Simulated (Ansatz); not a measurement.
# C2H2BrFO: the cost of one run

Program: Ansatz 0.2.0. Level of theory: UHF/def2-SVP. These are calculated values, not measurements.

### 1 The system as given

Bond lengths: O1–C2 1.340 Å, C2–F3 1.328 Å, C2–C4 1.358 Å, C4–Br5 1.881 Å, O1–H6 1.051 Å, C4–H7 1.049 Å. Angles: O1–C2–F3 116.0°, O1–C2–C4 127.9°, F3–C2–C4 116.1°, C2–O1–H6 105.5°, C2–C4–Br5 122.4°, C2–C4–H7 122.7°, Br5–C4–H7 114.5°.

As a file:

```xyz
7

O    -0.7108   -0.2767    1.3614
C     0.1632   -0.5427    0.3815
F     0.9117   -1.6272    0.5483
C     0.4151    0.1916   -0.7331
Br   -0.6084    1.6995   -1.1983
H    -1.2219    0.5884    1.0540
H     1.1123   -0.1010   -1.4595
```

### 2 Relaxing end A

Input file input.yaml:

```yaml
crystal:
  periodic: [false, false, false]
  atoms:
    - { symbol: O, position_ang: [-0.7108, -0.2767, 1.3614] }
    - { symbol: C, position_ang: [0.1632, -0.5427, 0.3815] }
    - { symbol: F, position_ang: [0.9117, -1.6272, 0.5483] }
    - { symbol: C, position_ang: [0.4151, 0.1916, -0.7331] }
    - { symbol: Br, position_ang: [-0.6084, 1.6995, -1.1983] }
    - { symbol: H, position_ang: [-1.2219, 0.5884, 1.054] }
    - { symbol: H, position_ang: [1.1123, -0.101, -1.4595] }
magnetization:
  spin_polarized: true
basis:
  gaussian: { orbitals: def2-SVP }
hamiltonian:
  xc: hf
relax:
  f_tol: 0.02
  max_steps: 50
```

On the command line:

```
$ ansatz run input.yaml --threads 2 --pin off --max-ram 3072MiB --backend cpu --events-out ev --progress --plain --runs-dir out
```

**Question.** How long does this run take on 2 threads of Arm Neoverse V2, shared host, and how much memory does it need?

About 18 s, with a peak of 0.29 GiB.
